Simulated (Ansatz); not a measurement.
# CH5GaO3: basis-set convergence

The task here is to estimate one member of a computed series from the others.

Method: one geometry, several basis sets; program: Ansatz 0.2.0, Gaussian basis.

The runs, in order: PBE0-D4/def2-SVP; ωB97M-V/def2-SVP; PBE0-D4/def2-QZVPP; ωB97M-V/def2-QZVPP; the functionals' def2-TZVPP values are taken from earlier runs.

## The geometry

All runs share one geometry, relaxed beforehand with PBE0-D4 in a triple-zeta def2 set.

SMILES `C[O][Ga]([OH])[OH]`, 10 atoms, charge 0, spin multiplicity 1.

Atoms are counted from 1 here; the program's logs count them from 0.

Bond lengths: C1–O2 1.410 Å, C1–H6 1.095 Å, C1–H7 1.095 Å, C1–H8 1.096 Å, O2–Ga3 1.761 Å, Ga3–O4 1.783 Å, Ga3–O5 1.774 Å, O4–H9 0.959 Å, O5–H10 0.959 Å. Angles: O2–C1–H6 109.4°, O2–C1–H7 109.5°, O2–C1–H8 113.4°, H6–C1–H7 108.1°, H6–C1–H8 108.1°, H7–C1–H8 108.1°, C1–O2–Ga3 122.0°, O2–Ga3–O4 117.5°, O2–Ga3–O5 117.5°, O4–Ga3–O5 125.1°, Ga3–O4–H9 115.0°, Ga3–O5–H10 114.3°.

The first run:

The input, in.yaml:

```yaml
crystal:
  periodic: [false, false, false]
  atoms:
    - {symbol: C, position_ang: [0.148763, -1.875642, 0.207028]}
    - {symbol: O, position_ang: [0.700348, -0.807288, -0.530392]}
    - {symbol: Ga, position_ang: [0.162725, 0.855363, -0.310441]}
    - {symbol: O, position_ang: [-1.116044, 1.152929, 0.895880]}
    - {symbol: O, position_ang: [0.936205, 2.104222, -1.305182]}
    - {symbol: H, position_ang: [0.944731, -2.386631, 0.758598]}
    - {symbol: H, position_ang: [-0.307287, -2.597015, -0.479098]}
    - {symbol: H, position_ang: [-0.615145, -1.558705, 0.925693]}
    - {symbol: H, position_ang: [-1.380870, 2.069590, 0.988586]}
    - {symbol: H, position_ang: [0.609774, 2.991976, -1.147673]}
basis:
  gaussian: {orbitals: def2-SVP}
hamiltonian: {xc: pbe0, dispersion: d4}
output: {orbitals: {seedname: orbitals}}
```

Launch:

```console
$ ansatz run in.yaml --threads 4 --pin off --events-out ev --progress --plain --max-ram 10444MiB
```

Steps of the session up to this table: PBE0-D4 in def2-SVP; ωB97M-V in def2-SVP; PBE0-D4 in def2-QZVPP; ωB97M-V in def2-QZVPP.

One of the session's tables, all rows but one given; the rest of the session is left out.

It belongs to the step «Functionals by basis». 

| functional | basis | HOMO (eV) |
| --- | --- | --- |
| PBE0-D4 | def2-SVP | -7.71 |
| PBE0-D4 | def2-TZVPP | -7.91 |
| PBE0-D4 | def2-QZVPP | -7.96 |
| ωB97M-V | def2-SVP | -10.10 |
| ωB97M-V | def2-TZVPP | -10.33 |
| ωB97M-V | def2-QZVPP | ? |

Estimate the missing values for ωB97M-V, def2-QZVPP.

The run gave: HOMO (eV): -10.39. In the column «HOMO (eV)» it is the lowest.
